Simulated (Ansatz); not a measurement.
# Rh (fcc type): the cost of one run

Computed with Ansatz 0.2.0 (DFT LDA, with the methods named in each step, unless a step's input says otherwise).

### Step 1. The structure to begin with

Symmetry: Fm-3m, No. 225, cubic system. The conventional cell has a = 3.754 Å, b = 3.754 Å, c = 3.754 Å, α = 90.00°, β = 90.00°, γ = 90.00°. Rh (site symmetry m-3m) is surrounded by 12 Rh at 2.65 Å.

Coordinates:

```
Rh
1.0
     0.00000    1.87686    1.87686
     1.87686    0.00000    1.87686
     1.87686    1.87686    0.00000
Rh
1
Direct
  0.00000 0.00000 0.00000
```

Whether this phase is the stable one at these pressures isn't tested.

### Step 2. The reference volume, LAPW

The input, input.yaml:

```yaml
crystal:
  lattice:
    - [0.0, 1.8768619208, 1.8768619208]
    - [1.8768619208, 0.0, 1.8768619208]
    - [1.8768619208, 1.8768619208, 0.0]
  atoms:
    - { symbol: Rh, position: [0.0, 0.0, 0.0] }
kpoints:
  mp_grid: { grid: [17, 17, 17] }
  band_path:
    path:
      - [0.0, 0.0, 0.0]
      - [0.5, 0.0, 0.5]
      - [0.625, 0.25, 0.625]
      - [0.375, 0.375, 0.75]
      - [0.0, 0.0, 0.0]
      - [0.5, 0.5, 0.5]
      - [0.5, 0.25, 0.75]
      - [0.5, 0.0, 0.5]
    npoints: 14
scf:
  occupations: { method: fermi_dirac, width: 0.05 }
hamiltonian:
  xc: lda
  pseudopotentials: { kind: all_electron, lapw: { basis_error: 0.001 } }
output:
  forces: true
  stress: true
  eigenvalues: true
  populations: true
  dos: { projected: true, de: 0.2, e_range: [-14, 8] }
```

Command:

```
$ ansatz run input.yaml --threads 1 --pin off --max-ram 2048MiB --backend cpu --events-out ev --progress --plain --runs-dir out
```

Q: Estimate wall time and peak memory on 1 thread of Intel Xeon Platinum 8488C (Sapphire Rapids), shared host.

About 12 s, with a peak of 0.38 GiB.
